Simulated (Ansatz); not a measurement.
**GeBi3 (Fm-3m): frozen displacement of one atom from a Python script**

A script is to give a frozen displacement of one atom; the system is GeBi3 (Fm-3m).

Program: Ansatz 0.2.0, driven from Python. Level of theory: DFT PBEsol, plane waves, PAW. These are calculated values, not measurements.

**1. The structure**

The structure is cubic, space group Fm-3m (No. 225). Conventional cell: a = 7.734 Å, b = 7.734 Å, c = 7.734 Å, α = 90.00°, β = 90.00°, γ = 90.00°. Ge (site symmetry m-3m) has 8 Bi at 3.35 Å as nearest neighbours. Bi (site symmetry -43m) is surrounded by 4 Ge at 3.35 Å and 4 Bi at 3.35 Å. Bi (site symmetry m-3m) has 8 Bi at 3.35 Å as nearest neighbours.

No structure file is read: the coordinates are typed or built in the script.

**2. The code**

File push.py:

```python
import warnings

import ansatz as az
import numpy as np

warnings.simplefilter("ignore", az.DeckWarning)

cell = (
    az.Lattice.of((0.0, 3.866821, 3.866821), (3.866821, 0.0, 3.866821), (3.866821, 3.866821, 0.0))
    .atom("Ge", (0.0, 0.0, 0.0))
    .atom("Bi", (0.25, 0.25, 0.25))
    .atom("Bi", (0.75, 0.75, 0.75))
    .atom("Bi", (0.5, 0.5, 0.5))
)

inverse = np.linalg.inv(np.array(cell.lattice.vectors))
home = np.array(cell.sites[3].position)
values = np.linspace(-0.02, 0.02, 5)
energies, pulls = [], []
for shift in values:
    moved = cell.move(3, to=home + shift * inverse[1])
    base = (
        moved.calculation()
        .functional(az.Functional.PBESOL)
        .kpoints(spacing=0.29)
        .occupations("fermi_dirac", width=0.15)
        .forces()
    )
    report = base.run().report
    energies.append(report["free_energy_ev"])
    pulls.append(report["forces_ev_ang"][3][1])

print("shift (A)   dE (eV)   force along y (eV/A)")
for shift, e, f in zip(values, energies, pulls):
    print(f"{shift:8.3f} {e - energies[2]:10.5f} {f:12.4f}")
print(f"stiffness from energies {2 * np.polyfit(values, energies, 2)[0]:.3f}, from forces {-np.polyfit(values, pulls, 1)[0]:.3f} eV/A^2")
```

**3. The input behind the calls**

The engine receives this input (first run):

```yaml
crystal:
  lattice:
    - [0.0, 3.866821, 3.866821]
    - [3.866821, 0.0, 3.866821]
    - [3.866821, 3.866821, 0.0]
  atoms:
    - { symbol: Ge, position: [0.0, 0.0, 0.0] }
    - { symbol: Bi, position: [0.25, 0.25, 0.25] }
    - { symbol: Bi, position: [0.75, 0.75, 0.75] }
    - { symbol: Bi, position: [0.4974138963246553, 0.5025861036753447, 0.4974138963246553] }
kpoints:
  mp_grid:
    kspacing: 0.29
hamiltonian:
  xc: pbesol
scf:
  occupations:
    method: fermi_dirac
    width: 0.15
output:
  forces: true
```

**4. Running it**

Started as:

```bash
python push.py
```

**Question.** How stiff is this displacement, and do energies and forces agree?

**Answer**, as computed:

| quantity | value |
| --- | --- |
| runs compared | 5 |
| range of energy | 0.15 meV/atom |
| lowest point, shift of atom 4 from run 1 (Å) | 0.020 |

What this shows: The curvature of the energy gives 2.979 eV/Å² and the slope of the force 2.978 eV/Å², a positive curvature. For a metal this k-point mesh is coarse: on a finer one energies can move by several to tens of meV an atom and pressures by half a GPa or more, differences at one mesh by less. In a metal a curvature from energy changes of a few meV or less hangs on mesh and smearing, in size and even in sign. Spin-orbit coupling, which matters for elements this heavy, is left out. The structure comes from a database of computed cells and needn't be a stable or known phase. All periodic images of the atom move with it, so the curvature is one diagonal element of the zone-centre force constants and no normal mode; a positive value doesn't exclude soft modes in which several atoms move.
